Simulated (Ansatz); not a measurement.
**ClH₄NO₂Ti: small, medium and large basis sets**

An exercise on one series of results from a longer session: the logs are not shown, and one member is left open.

Method: one geometry, several basis sets; program: Ansatz 0.2.0, Gaussian basis.

The runs, in order: PBE0-D4/def2-SVP; ωB97M-V/def2-SVP; PBE0-D4/def2-QZVPP; ωB97M-V/def2-QZVPP; the functionals' def2-TZVPP values are taken from earlier runs.

## The relaxed structure

An earlier PBE0-D4 in a triple-zeta def2 set relaxation fixed the geometry.

SMILES `[NH2][Ti]([OH])([OH])[Cl]`, 9 atoms, charge 0, spin multiplicity 1.

Atoms are counted from 1 here; the program's logs count them from 0.

Bond lengths: N1–Ti2 1.864 Å, N1–H6 1.011 Å, N1–H7 1.010 Å, Ti2–O3 1.781 Å, Ti2–O4 1.788 Å, Ti2–Cl5 2.230 Å, O3–H8 0.958 Å, O4–H9 0.957 Å. Angles: Ti2–N1–H6 125.0°, Ti2–N1–H7 123.6°, H6–N1–H7 110.8°, N1–Ti2–O3 106.1°, N1–Ti2–O4 110.4°, N1–Ti2–Cl5 108.8°, O3–Ti2–O4 110.6°, O3–Ti2–Cl5 112.6°, O4–Ti2–Cl5 108.3°, Ti2–O3–H8 133.5°, Ti2–O4–H9 134.2°.

Set-up of the first run:

Contents of in.yaml:

```yaml
crystal:
  periodic: [false, false, false]
  atoms:
    - {symbol: N, position_ang: [-0.601448, 0.167968, -1.349107]}
    - {symbol: Ti, position_ang: [0.316730, 0.234738, 0.271243]}
    - {symbol: O, position_ang: [1.570580, -1.026938, 0.181440]}
    - {symbol: O, position_ang: [-0.797109, -0.082820, 1.633235]}
    - {symbol: Cl, position_ang: [1.173569, 2.276832, 0.529192]}
    - {symbol: H, position_ang: [-1.275638, 0.852813, -1.662193]}
    - {symbol: H, position_ang: [-0.387890, -0.488755, -2.086582]}
    - {symbol: H, position_ang: [1.829041, -1.743114, 0.763100]}
    - {symbol: H, position_ang: [-1.739336, -0.236924, 1.702473]}
basis:
  gaussian: {orbitals: def2-SVP}
hamiltonian: {xc: pbe0, dispersion: d4}
output: {orbitals: {seedname: orbitals}}
```

On the command line:

```console
$ ansatz run in.yaml --threads 2 --pin off --events-out ev --progress --plain --max-ram 22528MiB --backend cpu
```

Among the steps run: PBE0-D4 in def2-SVP; ωB97M-V in def2-SVP; PBE0-D4 in def2-QZVPP; ωB97M-V in def2-QZVPP.

One table of the session follows, with a row left open; its other results are not shown here.

It belongs to the step «Functionals by basis». 

| functional | basis | HOMO (eV) |
| --- | --- | --- |
| PBE0-D4 | def2-SVP | -7.59 |
| PBE0-D4 | def2-TZVPP | -7.86 |
| PBE0-D4 | def2-QZVPP | -7.90 |
| ωB97M-V | def2-SVP | -9.86 |
| ωB97M-V | def2-TZVPP | ? |
| ωB97M-V | def2-QZVPP | -10.21 |

Q: Estimate the row for ωB97M-V, def2-TZVPP from the others.

As computed: HOMO (eV): -10.17. In the column «HOMO (eV)» it lies between ωB97M-V, def2-QZVPP (-10.21) and ωB97M-V, def2-SVP (-9.86).
